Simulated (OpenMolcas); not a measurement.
# Rh²⁺ among point charges: CASSCF and CASPT2 levels and susceptibility

How does a field of 6 point charges split the states of Rh²⁺, and what χT follows?

The numbers are computed with OpenMolcas 26.06 (state-averaged CASSCF and CASPT2, spin-orbit coupling by RASSI with atomic mean-field integrals), except any that are marked as measured or tabulated.

## (1) The system

```
Species                           : Rh²⁺ (rhodium, Z = 45, 43 electrons)
Basis                             : ANO-RCC-VDZP [6s5p3d1f], 43 functions
Scalar Hamiltonian                : DKH2, point nucleus
Inactive shells                   : 1s 2s 2p 3s 3p 3d 4s 4p
Active space                      : 7 electrons in 5 orbitals (4d)
Some configurations of this space : 4d7
Orbitals                          : optimised for each spin and parity, averaged over all roots
```

The outer shells:

4d7
```
4d [↑↓][↑↓][↑ ][↑ ][↑ ]
```

The ion sits among 6 point charges of -1.7 e arranged as a tetragonal octahedron (D4h), 2.22 Å from the ion, with the axial distance 2.375 Å.

Each step is its own input file, run in one work folder so that later steps find the files of earlier ones. Labels, J, g values, rates, χT and fits are worked out afterwards by a script from the matrices that RASSI stores. The input lists half of the charges; inversion (Group=XYZ) makes the rest.

## (2) One- and two-electron integrals

File a.inp:

```
&GATEWAY
Coord
1

Rh 0.0 0.0 0.0
Basis=ANO-RCC-VDZP
Group=XYZ
NoMove
AngMom=0.0 0.0 0.0
AMFI
XField
3 Angstrom 0
2.220000 0.000000 0.000000 -1.700000
0.000000 2.220000 0.000000 -1.700000
0.000000 0.000000 2.375400 -1.700000
&SEWARD
```

Started as:

```console
$ OMP_NUM_THREADS=1 MOLCAS_MEM=1689 MOLCAS_PROJECT=a pymolcas a.inp > a.log
```

## (3) CASSCF: quartets of even parity, 10 roots

File a.inp:

```
&RASSCF
FileOrb=start.orb
Symmetry=1
Spin=4
nActEl=7 0 0
Inactive=9 9
Ras2=5 0
CIRoot=10 10 1
SDav=10
CIMx=300
Iter=120 100
PrWF=0.3
OrbListing=Nothing
MaxOrb=0
>>> COPY $Project.JobIph JOB001
```

start.orb holds the contracted functions of the basis, ordered by shell, or the orbitals of the step before.

## (4) CASSCF: doublets of even parity, 40 roots

File a.inp:

```
&RASSCF
FileOrb=start.orb
Symmetry=1
Spin=2
nActEl=7 0 0
Inactive=9 9
Ras2=5 0
CIRoot=40 40 1
SDav=40
CIMx=300
Iter=120 100
PrWF=0.3
OrbListing=Nothing
MaxOrb=0
>>> COPY $Project.JobIph JOB002
```

## (5) State interaction with spin-orbit coupling

File a.inp:

```
&RASSI
NrOfJobIphs=2 10 40
1 2 3 4 5 6 7 8 9 10
1 2 3 4 5 6 7 8 9 10 11 12 13 14 15 16 17 18 19 20 21 22 23 24 25 26 27
28 29 30 31 32 33 34 35 36 37 38 39 40
IphNames
JOB001
JOB002
EJob
SpinOrbit
DIPRint=1.0
SOCoupling=1000.0
Subsets=2
Property=9
'ANGMOM' 1 'ANGMOM' 2 'ANGMOM' 3 'MLTPL  1' 1 'MLTPL  1' 2 'MLTPL  1' 3
'AMFI' 1 'AMFI' 2 'AMFI' 3
SOProperty=3
'ANGMOM' 1 'ANGMOM' 2 'ANGMOM' 3
```

## (6) CASPT2: IPEA 0.25, imaginary shift 0.1 (closed shells correlated: 4s 4p)

File a.inp:

```
>>> COPY JOB001 $Project.JobIph
&CASPT2
Multistate=10 1 2 3 4 5 6 7 8 9 10
NoMult
Frozen=8 6
IPEA=0.25
Imaginary=0.1
MaxIter=60
WThr=0.0 0.3 0.05
PrWF=0.5
NoMix
>>> COPY JOB002 $Project.JobIph
&CASPT2
Multistate=40 1 2 3 4 5 6 7 8 9 10 11 12 13 14 15 16 17 18 19 20 21 22
23 24 25 26 27 28 29 30 31 32 33 34 35 36 37 38 39 40
NoMult
Frozen=8 6
IPEA=0.25
Imaginary=0.1
MaxIter=60
WThr=0.0 0.3 0.05
PrWF=0.5
NoMix
```

(Steps that only read results are left out.)

Q: Predict the outcome of this session. Wanted: spin-free ground state; first state of the same spin within the active space; lowest level; next level.

As calculated:

```
                                            quantity                                                                        value
                                              method  SS-CASPT2, IPEA 0.25, imaginary shift 0.1 (closed shells correlated: 4s 4p)
                              spin-free ground state                                              4A2, 1-fold in its orbital part
first state of the same spin within the active space                                                               4E at 985 cm⁻¹
                                        lowest level                                            2-fold E1/2, g = 2.20, 5.84, 5.84
                                          next level                                                                   553.4 cm⁻¹
                                         χT at 300 K                                                               3.63 cm³ K/mol
                           effective moment at 300 K                                                                      5.38 μB
```

Cost by method:

```tsv
method	time of its own steps	time with the reference
A. CASSCF	8.9 s	8.9 s
B. SS-CASPT2, IPEA 0.25, imaginary shift 0.1, +4s 4p	2.7 s	12 s
```

Times are of one thread on a shared host.

The spin-free ground state (4A2) comes to 96 % from free-ion F terms and keeps the highest spin of the shell. χT at 300 K is 3.63, against 1.88 cm³ K/mol for the spin alone, so orbital moment adds to it. An active space of the d shell alone favours high spin; real ions in strong fields can be low spin. The field of point charges can differ much from that of real complexes. With metal d orbitals alone active, the gaps between spin states are rough; where two lie within a few thousand cm-1, their order is open. This is an electrostatic model: the charges have no orbitals.
